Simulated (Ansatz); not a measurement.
Task: a single point in a Gaussian basis of ClF3MoO, SMILES [O]=[Mo]([F])([F])([F])[Cl], with Ansatz 0.2.0 through its Python package. Give the script and its output. Use: r2scan0, def2-SVP basis, multiplicity 1.

```xyz
6

O    -0.9993    0.6924   -1.4326
Mo   -0.1860   -0.7511   -0.5403
F    -1.5229   -0.8898    0.8225
F     0.9886   -1.1483    0.9589
F     1.5098    0.3764   -0.7303
Cl    0.2520    1.6564    0.8757
```

Script `energy.py`:
```python
"""Electronic structure of the ClF3MoO molecule."""

import sys

import ansatz as az

geometry_ang = [
    ("O", (-0.9993, 0.6924, -1.4326)),
    ("Mo", (-0.186, -0.7511, -0.5403)),
    ("F", (-1.5229, -0.8898, 0.8225)),
    ("F", (0.9886, -1.1483, 0.9589)),
    ("F", (1.5098, 0.3764, -0.7303)),
    ("Cl", (0.252, 1.6564, 0.8757)),
]
system = az.Crystal.molecule()
for symbol, xyz in geometry_ang:
    system = system.atom(symbol, xyz)

calculation = (
    system.calculation()
    .basis(gaussian="def2-SVP")
    .functional("r2scan0")
)
print(calculation.to_yaml())
try:
    summary = calculation.run().report
except az.AnsatzError as error:
    sys.exit(f"{type(error).__name__}: {error}")

print("reference energy %16.6f eV" % summary["reference_energy_ev"])
print("total energy     %16.6f eV" % summary["free_energy_ev"])
print("occupied orbitals outside the frozen core (up, down):", summary["n_occupied"], " frozen:", summary["n_frozen"], " virtual:", summary["n_virtual"])
```

```console
$ python energy.py
crystal:
  periodic: [false, false, false]
  atoms:
    - { symbol: O, position_ang: [-0.9993, 0.6924, -1.4326] }
    - { symbol: Mo, position_ang: [-0.186, -0.7511, -0.5403] }
    - { symbol: F, position_ang: [-1.5229, -0.8898, 0.8225] }
    - { symbol: F, position_ang: [0.9886, -1.1483, 0.9589] }
    - { symbol: F, position_ang: [1.5098, 0.3764, -0.7303] }
    - { symbol: Cl, position_ang: [0.252, 1.6564, 0.8757] }
basis:
  gaussian:
    orbitals: def2-SVP
hamiltonian:
  xc: r2scan0

reference energy    -24554.305440 eV
total energy        -24554.305440 eV
occupied orbitals outside the frozen core (up, down): [33, 33]  frozen: 0  virtual: [72, 72]
```

Reading the output:
- Total energies depend on the basis set; only differences at equal settings carry meaning.
- The geometry is a force-field or estimated start, not a minimum of this method, and the basis set is short of its limit.
- def2 sets replace the cores of elements past krypton by effective core potentials.
- Run time: 14 s on 1 thread of Arm Neoverse V1 (shared host), peak memory 0.31 GiB.
